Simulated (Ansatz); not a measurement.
**C₇H₂₀N₂Si₂: one species, many methods**

The task here is to estimate one member of a computed series from the others.

Method: functionals in def2-TZVPP, the program's frozen cores in correlated methods; program: Ansatz 0.2.0, Gaussian basis.

Plan: LDA (SPW92), PBE-D4, revPBE-D4, BLYP-D4, r2SCAN-D4, B97M-V, PBE0-D4, B3LYP-D4, r2SCANh-D4, r2SCAN0-D4, HSE06-D4, BHLYP-D4, CAM-B3LYP-D4, LC-ωPBE, ωB97X-V, ωB97M-V, B2PLYP, PBE-QIDH; CCSD(T)/def2-SVP; CCSD(T)/def2-TZVPP; MP2/def2-QZVPP; extrapolation to the limit; RPA on PBE.

## The relaxed structure

All runs share one geometry, relaxed beforehand with PBE0-D4 in a triple-zeta def2 set.

31 atoms, charge 0, spin multiplicity 1.

Atoms are counted from 1 here; the program's logs count them from 0.

Bond lengths: C1–Si2 1.880 Å, C1–H12 1.094 Å, C1–H13 1.094 Å, C1–H14 1.094 Å, Si2–C3 1.871 Å, Si2–C4 1.871 Å, Si2–N5 1.726 Å, C3–H15 1.094 Å, C3–H16 1.093 Å, C3–H17 1.093 Å, C4–H18 1.093 Å, C4–H19 1.093 Å, C4–H20 1.094 Å, N5–C6 1.268 Å, C6–N7 1.360 Å, C6–H21 1.103 Å, N7–Si8 1.768 Å, N7–H22 1.007 Å and more. Angles: Si2–C1–H12 111.7°, Si2–C1–H13 111.7°, Si2–C1–H14 110.4°, H12–C1–H13 108.0°, H12–C1–H14 107.4°, H13–C1–H14 107.4°, C1–Si2–C3 109.5°, C1–Si2–C4 109.5°, C1–Si2–N5 112.6°, C3–Si2–C4 109.8°, C3–Si2–N5 107.8°, C4–Si2–N5 107.8°, Si2–C3–H15 111.4°, Si2–C3–H16 110.6°, Si2–C3–H17 110.9°, H15–C3–H16 108.0°, H15–C3–H17 108.0°, H16–C3–H17 107.8° and more.

As a file:

```
C    -0.38341    0.19856    3.63006
Si   -1.19142   -0.23658    1.98971
C    -2.70309    0.83602    1.73566
C    -1.68903   -2.03995    1.99895
N    -0.13729    0.01204    0.64595
C     1.05537    0.44037    0.68234
N     1.80852    0.60348   -0.43771
Si    1.22213    0.24208   -2.06607
C     2.68135    0.66148   -3.16085
C    -0.23834    1.32244   -2.48148
C     0.79385   -1.56575   -2.21142
H     0.50297   -0.41343    3.81999
H    -0.08314    1.24961    3.66747
H    -1.08085    0.02843    4.45527
H    -3.44155    0.67924    2.52685
H    -3.17934    0.60750    0.77872
H    -2.43394    1.89555    1.72988
H    -0.81912   -2.68468    2.14953
H    -2.14817   -2.31609    1.04622
H    -2.40837   -2.25159    2.79496
H     1.58149    0.71510    1.61159
H     2.74214    0.94980   -0.28819
H     2.96137    1.71488   -3.07276
H     3.55654    0.05311   -2.91646
H     2.43526    0.47469   -4.20960
H    -1.05765    1.12451   -1.78844
H    -0.58766    1.12579   -3.49916
H     0.02298    2.38140   -2.41237
H     0.45726   -1.80319   -3.22467
H     1.65891   -2.19465   -1.98639
H    -0.00519   -1.81706   -1.51200
```

Set-up of the first run:

Input file in.yaml:

```yaml
crystal:
  periodic: [false, false, false]
  atoms:
    - {symbol: C, position_ang: [-0.383408, 0.198563, 3.630059]}
    - {symbol: Si, position_ang: [-1.191418, -0.236585, 1.989708]}
    - {symbol: C, position_ang: [-2.703087, 0.836016, 1.735660]}
    - {symbol: C, position_ang: [-1.689026, -2.039951, 1.998953]}
    - {symbol: N, position_ang: [-0.137290, 0.012035, 0.645948]}
    - {symbol: C, position_ang: [1.055368, 0.440372, 0.682340]}
    - {symbol: N, position_ang: [1.808519, 0.603476, -0.437705]}
    - {symbol: Si, position_ang: [1.222131, 0.242084, -2.066065]}
    - {symbol: C, position_ang: [2.681346, 0.661481, -3.160846]}
    - {symbol: C, position_ang: [-0.238336, 1.322436, -2.481482]}
    - {symbol: C, position_ang: [0.793846, -1.565748, -2.211415]}
    - {symbol: H, position_ang: [0.502975, -0.413429, 3.819994]}
    - {symbol: H, position_ang: [-0.083140, 1.249612, 3.667470]}
    - {symbol: H, position_ang: [-1.080854, 0.028432, 4.455270]}
    - {symbol: H, position_ang: [-3.441547, 0.679242, 2.526846]}
    - {symbol: H, position_ang: [-3.179339, 0.607497, 0.778722]}
    - {symbol: H, position_ang: [-2.433941, 1.895553, 1.729882]}
    - {symbol: H, position_ang: [-0.819118, -2.684683, 2.149533]}
    - {symbol: H, position_ang: [-2.148166, -2.316088, 1.046225]}
    - {symbol: H, position_ang: [-2.408366, -2.251588, 2.794964]}
    - {symbol: H, position_ang: [1.581493, 0.715103, 1.611589]}
    - {symbol: H, position_ang: [2.742143, 0.949804, -0.288186]}
    - {symbol: H, position_ang: [2.961373, 1.714877, -3.072763]}
    - {symbol: H, position_ang: [3.556540, 0.053111, -2.916456]}
    - {symbol: H, position_ang: [2.435261, 0.474685, -4.209605]}
    - {symbol: H, position_ang: [-1.057650, 1.124512, -1.788436]}
    - {symbol: H, position_ang: [-0.587662, 1.125789, -3.499158]}
    - {symbol: H, position_ang: [0.022984, 2.381404, -2.412374]}
    - {symbol: H, position_ang: [0.457255, -1.803191, -3.224672]}
    - {symbol: H, position_ang: [1.658905, -2.194654, -1.986395]}
    - {symbol: H, position_ang: [-0.005187, -1.817065, -1.512001]}
basis:
  gaussian: {orbitals: def2-TZVPP}
hamiltonian: {xc: lda}
output: {orbitals: {seedname: orbitals}}
```

Run with:

```
ansatz run in.yaml --threads 11 --pin off --events-out ev --progress --plain --max-ram 120832MiB --backend cuda --devices 0, --max-vram 75GiB
```

Steps of the session up to this table: LDA; PBE-D4 (GGA); revPBE-D4 (GGA); BLYP-D4 (GGA); r2SCAN-D4 (meta-GGA); B97M-V (meta-GGA); PBE0-D4 (hybrid); B3LYP-D4 (hybrid); r2SCANh-D4 (hybrid); r2SCAN0-D4 (hybrid); HSE06-D4 (hybrid); BHLYP-D4 (hybrid); CAM-B3LYP-D4 (range-separated); LC-ωPBE (range-separated); ωB97X-V (range-separated); ωB97M-V (range-separated); B2PLYP (double hybrid); PBE-QIDH (double hybrid).

One of the session's tables, all rows but one given; the rest of the session is left out.

| functional | HOMO (eV) | LUMO (eV) | gap (eV) |
| --- | --- | --- | --- |
| LDA (SPW92) | ? | ? | ? |
| PBE-D4 | -5.31 | -0.60 | 4.71 |
| revPBE-D4 | -5.24 | -0.49 | 4.74 |
| BLYP-D4 | -5.21 | -0.48 | 4.73 |
| r2SCAN-D4 | -5.57 | -0.37 | 5.20 |
| B97M-V | -5.71 | -0.30 | 5.41 |
| PBE0-D4 | -6.68 | 0.41 | 7.08 |
| B3LYP-D4 | -6.47 | 0.16 | 6.63 |
| r2SCANh-D4 | -6.09 | 0.00 | 6.09 |
| r2SCAN0-D4 | -6.87 | 0.54 | 7.42 |
| HSE06-D4 | -6.28 | 0.02 | 6.30 |
| BHLYP-D4 | -7.85 | 1.38 | 9.24 |
| CAM-B3LYP-D4 | -8.07 | 1.52 | 9.59 |
| LC-ωPBE | -9.37 | 2.70 | 12.07 |
| ωB97X-V | -9.04 | 2.58 | 11.63 |
| ωB97M-V | -8.97 | 2.15 | 11.12 |

**Question.** Estimate the row for LDA (SPW92).

As computed: HOMO (eV): -5.46; LUMO (eV): -0.86; gap (eV): 4.60. In the column «HOMO (eV)» it lies between r2SCAN-D4 (-5.57) and PBE-D4 (-5.31).
